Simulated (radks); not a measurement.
# Ionisation of B: one atom, several choices of functional

One table from this session's results is given with a row withheld; the runs are named, their logs left out.

The numbers are computed with radks (a radial shooting solver on a logarithmic mesh, Libxc functionals) version 1 (scalar-relativistic Kohn-Sham, spin-polarised, spherical densities, finite nucleus; open shells are filled with parallel spins first), except any that are marked as measured or tabulated.

4 further runs of the same task are left out: 4 that didn't finish.

## Starting point

- element: boron (Z = 5)
- charge: 0
- electrons: 5
- configuration: [He] 2s2 2p1
- ion: B⁺, [He] 2s2
- choices: LDA (Slater exchange, Perdew-Wang correlation); MS2 meta-GGA; PBE; RPBE; LDA (Slater exchange, Perdew-Zunger correlation); SOGGA

Outer shells as boxes (Hund's rule):

B
```
[He] core
2s [↑↓]
2p [↑ ][  ][  ]
```

B⁺
```
[He] core
2s [↑↓]
```

Set-up of the first run:

The run's settings:

```text
Z 5
configuration [He] 2s2 2p1
relativity scalar-relativistic
functional lda,pw
spin polarised
nucleus finite rms 2.406 fm
c 137.035999084
```

Among the steps run: LDA (Slater exchange, Perdew-Wang correlation): B; LDA (Slater exchange, Perdew-Wang correlation): B⁺; MS2 meta-GGA: B; MS2 meta-GGA: B⁺; PBE: B; PBE: B⁺; RPBE: B; RPBE: B⁺; LDA (Slater exchange, Perdew-Zunger correlation): B; LDA (Slater exchange, Perdew-Zunger correlation): B⁺; SOGGA: B; SOGGA: B⁺.

One of the session's tables, all rows but one given; the rest of the session is left out.

```
                                      functional  E(B) (hartree)  Δ-SCF (eV)  −ε(HOMO) (eV)  <r> HOMO (bohr)
  LDA (Slater exchange, Perdew-Wang correlation)       -24.35987       8.573          4.096            2.233
                                    MS2 meta-GGA       -24.66482       8.310          3.922            2.258
                                             PBE       -24.61300       8.486          4.019            2.255
                                            RPBE       -24.66750       8.447          3.991            2.269
LDA (Slater exchange, Perdew-Zunger correlation)       -24.35924       8.562          4.075            2.236
                                           SOGGA               ?           ?              ?                ?
```

Estimate the missing values for SOGGA.

The run gave: E(B) (hartree): -24.45077; Δ-SCF (eV): 8.326; −ε(HOMO) (eV): 3.902; <r> HOMO (bohr): 2.260. In the column «E(B) (hartree)» it lies between PBE (-24.61300) and LDA (Slater exchange, Perdew-Wang correlation) (-24.35987).

In words: The NIST Atomic Spectra Database lists 8.298 eV (measured). The smallest miss is that of MS2 meta-GGA (+0.01 eV), the largest that of LDA (Slater exchange, Perdew-Wang correlation) (+0.28 eV). The ionisation energies span 0.26 eV, the total energies of B 8.39 eV: most of the change in the total cancels in the difference. Open shells are spherical and high-spin; term and fine-structure splittings are not resolved.

**Measured values.**

NIST Atomic Spectra Database reports: ionisation energy of B 8.29802 eV.
